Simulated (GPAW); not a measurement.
Wanted: an ASE script for a GPAW 26.7.0 run.

```
Task                : single point
Functional          : PBE
Potentials or basis : GPAW PAW data sets (gpaw-data 1.2.1)
Cutoff              : 600 eV
Basis               : pw
k mesh              : 6 × 6 × 8
Occupations         : fermi-dirac, width 0.05 eV
Spin                : no spin polarisation
Maxiter             : 120
Convergence         : default
```

SnO2 (Cassiterite):

```
Sn O
1.0
     4.73800    0.00000    0.00000
     0.00000    4.73800    0.00000
     0.00000    0.00000    3.18650
Sn O
2 4
Direct
  0.00000 0.00000 0.00000
  0.50000 0.50000 0.50000
  0.30710 0.30710 0.00000
  0.19290 0.80710 0.50000
  0.69290 0.69290 0.00000
  0.80710 0.19290 0.50000
```

One way to write it, as run:

run.py

```python
from ase import Atoms
from ase.dft.bandgap import bandgap
from ase.io import write
from ase.units import GPa
from gpaw import GPAW, PW

atoms = Atoms(['Sn', 'Sn', 'O', 'O', 'O', 'O'],
              cell=[[4.738, 0.0, 0.0],
                    [0.0, 4.738, 0.0],
                    [0.0, 0.0, 3.1865]],
              scaled_positions=[[0.0, 0.0, 0.0],
                                [0.5, 0.5, 0.5],
                                [0.3071, 0.3071, 0.0],
                                [0.1929, 0.8071, 0.5],
                                [0.6929, 0.6929, 0.0],
                                [0.8071, 0.1929, 0.5]],
              pbc=True)

calc = GPAW(mode=PW(600),
            xc='PBE',
            kpts={'size': (6, 6, 8), 'gamma': True},
            occupations={'name': 'fermi-dirac', 'width': 0.05},
            nbands=43,
            maxiter=120,
            txt='gpaw.txt')
atoms.calc = calc
energy = atoms.get_potential_energy()
forces = atoms.get_forces()
stress = atoms.get_stress()
calc.write('gs.gpw')
write('result.traj', atoms)
print(f'Energy: {energy:.6f} eV')
print('Forces (eV/A):')
print(forces.round(4))
print('Stress (GPa):', (stress / GPa).round(3))
print('Fermi level:', round(calc.get_fermi_level(), 4), 'eV')
print(f'Gap: {bandgap(calc)[0]:.4f} eV, direct: {bandgap(calc, direct=True)[0]:.4f} eV')
```

Potentials or basis: GPAW PAW data sets (gpaw-data 1.2.1), pw.

Launch:

```bash
$ OMP_NUM_THREADS=1 python run.py
```

Results of the run:

- Pressure: 4.6 GPa
- Largest force: 0.273 eV/Å
- Band gap on the k mesh: 1.31 eV, direct

Caveat: the cutoff is short for stress and forces, so pressures can be off by a GPa or more; spin-orbit coupling is left out, which moves the levels of the heavy elements.

Wall time 98 s on 1 thread of AMD EPYC 7R43 64-Core Processor (Zen 3) (shared host), peak memory 0.3 GiB.
